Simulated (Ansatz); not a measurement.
Which YAML input does this script hand to the engine? (the Python package of Ansatz (0.2.0))

`pdos.py`
```python
"""Projected density of states of GaGe."""

import warnings

import ansatz
import numpy as np

params = {
    "functional": "pbe",
    "kmesh": (6, 6, 6),
    "occupations": "fermi_dirac",
    "sigma": 0.15,
    "extra_bands": 10,
}

system = (
    ansatz.Lattice.of([0.0, 2.89784, 2.89784], [2.89784, 0.0, 2.89784], [2.89784, 2.89784, 0.0])
    .atom("Ga", [0.75, 0.75, 0.75])
    .atom("Ge", [0.0, 0.0, 0.0])
)

model = system.calculation()
model = model.functional(params["functional"]).kpoints(*params["kmesh"])
model = model.occupations(params["occupations"], width=params["sigma"])
model = model.scf(extra_bands=params["extra_bands"])
model = model.density_of_states(projected=True, energy_step=0.05)
with warnings.catch_warnings(record=True) as caught:
    warnings.simplefilter("always")
    res = model.run(threads=1)
print("warnings raised:", sorted(w.category.__name__ for w in caught) or "none")
rep = res.report

dos = res.density_of_states()
energy = np.asarray(dos.energies_ev) - dos.fermi_ev
curves = {}
for site in res.projected_density_of_states().sites:
    for shell in site.shells:
        weight = sum(np.sum(curve.g_bin_mean_per_ev, axis=0) for curve in shell.curves)
        name = f"{site.species} {shell.label}"
        curves[name] = curves.get(name, 0) + weight

print("E-EF   " + " ".join(f"{name:>8s}" for name in curves))
for e in np.arange(-6, 6 + 0.1, 1.0):
    print(f"{e:5.1f}  " + " ".join(f"{np.interp(e, energy, g):8.3f}" for g in curves.values()))
```

```console
$ python pdos.py
warnings raised: ['DeckWarning', 'PlacementWarning']
E-EF      Ga 4S    Ga 4P    Ga 3D    Ge 4S    Ge 4P    Ge 3D
 -6.0     0.000    0.000    0.000    0.000    0.000    0.000
 -5.0     0.555    0.209    0.004    0.160    0.557    0.001
 -4.0     0.125    0.059    0.002    0.069    0.146    0.000
 -3.0     0.053    0.030    0.001    0.038    0.073    0.000
 -2.0     0.062    0.553    0.004    0.044    0.753    0.000
 -1.0     0.044    0.580    0.004    0.030    0.831    0.000
  0.0     0.014    0.476    0.005    0.009    0.790    0.001
  1.0     0.000    0.122    0.002    0.000    0.256    0.000
  2.0     0.000    0.000    0.000    0.000    0.000    0.000
  3.0     0.192    0.287    0.002    0.145    0.214    0.000
  4.0     0.183    0.318    0.002    0.112    0.345    0.000
  5.0     0.143    0.705    0.002    0.149    0.431    0.001
  6.0     0.041    0.604    0.002    0.033    0.386    0.001
```

`input.yaml`:
```yaml
crystal:
  lattice:
    - [0.0, 2.89784, 2.89784]
    - [2.89784, 0.0, 2.89784]
    - [2.89784, 2.89784, 0.0]
  atoms:
    - { symbol: Ga, position: [0.75, 0.75, 0.75] }
    - { symbol: Ge, position: [0.0, 0.0, 0.0] }
kpoints:
  mp_grid:
    grid: [6, 6, 6]
hamiltonian:
  xc: pbe
scf:
  n_extra_bands: 10
  occupations:
    method: fermi_dirac
    width: 0.15
output:
  dos:
    de: 0.05
    projected: true
```

For a metal this k-point mesh is coarse: on a finer one energies can move by several to tens of meV an atom and pressures by half a GPa or more, differences at one mesh by less. This cell is a computed structure, which may not be the phase found in nature. Curves are summed over the cell's atoms. Only shells that the potentials hold have channels, so projections don't add up to the total, least of all where a shell is missing (p of most metals); heights and places of peaks move with the mesh. The density of states is complete only as far up as bands were computed. Finished in 1.7 s on 1 thread of Intel(R) Xeon(R) Platinum 8488C (Sapphire Rapids) (shared host), peak memory 0.4 GiB.
